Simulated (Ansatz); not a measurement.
# LiSe3: the cost of one run

Method: reference: DFT r2SCAN, plane waves, PAW, scalar-relativistic, no spin polarisation, in Ansatz 0.2.0.

### Step 1. The starting structure

Symmetry: P2_1/m, No. 11, monoclinic system. The conventional cell has a = 5.267 Å, b = 3.649 Å, c = 9.192 Å, α = 90.00°, β = 97.48°, γ = 90.00°. Se (site symmetry m) is surrounded by 4 Li at 2.64 to 2.79 Å. Around Li (site symmetry m) lie 8 Se at 2.64 to 2.79 Å. Around Se (site symmetry m) lie 1 Se at 2.28 Å and 2 Li at 2.66 Å. Se (site symmetry m) has 1 Se at 2.28 Å and 2 Li at 2.67 Å as nearest neighbours.

As a file:

```cif
data_structure
_symmetry_space_group_name_H-M 'P2_1/m'
_symmetry_Int_Tables_number 11
_cell_length_a 5.2666
_cell_length_b 3.6488
_cell_length_c 9.1922
_cell_angle_alpha 90.000
_cell_angle_beta 97.480
_cell_angle_gamma 90.000
_cell_volume 175.14
loop_
_atom_site_label
_atom_site_type_symbol
_atom_site_symmetry_multiplicity
_atom_site_Wyckoff_symbol
_atom_site_fract_x
_atom_site_fract_y
_atom_site_fract_z
_atom_site_occupancy
Se1 Se 2 e 0.76200 0.25000 0.55400 1
Li1 Li 2 e 0.28500 0.25000 0.65600 1
Se2 Se 2 e 0.45600 0.25000 0.17400 1
Se3 Se 2 e 0.88800 0.25000 0.16900 1
```

### Step 2. Baseline

The input, input.yaml:

```yaml
crystal:
  lattice:
    - [5.26663, 0.0, 0.0]
    - [0.0, 3.648846, 0.0]
    - [-1.19664, 0.0, 9.113969]
  atoms:
    - { symbol: Se, position: [0.762, 0.25, 0.554] }
    - { symbol: Se, position: [0.238, 0.75, 0.446] }
    - { symbol: Li, position: [0.285, 0.25, 0.656] }
    - { symbol: Li, position: [0.715, 0.75, 0.344] }
    - { symbol: Se, position: [0.456, 0.25, 0.174] }
    - { symbol: Se, position: [0.544, 0.75, 0.826] }
    - { symbol: Se, position: [0.888, 0.25, 0.169] }
    - { symbol: Se, position: [0.112, 0.75, 0.831] }
  symmetry: { tolerance: 0.0003 }
kpoints:
  mp_grid: { grid: [4, 5, 2], shift: [0, 0, 0] }
magnetization:
  spin_polarized: false
scf:
  occupations: { method: fermi_dirac, width: 0.0993 }
hamiltonian:
  pseudopotentials: { kind: paw }
  xc: r2scan
basis:
  ecutwfc: 500
output:
  forces: true
  stress: true
  eigenvalues: true
```

Command:

```console
> ansatz run input.yaml --threads 1 --pin off --max-ram 2560MiB --backend cpu --events-out ev --progress --plain --runs-dir out
```

**Question.** How long does this run take on 1 thread of Arm Neoverse V1, shared host, and how much memory does it need?

About 32 s, with a peak of 0.8 GiB.
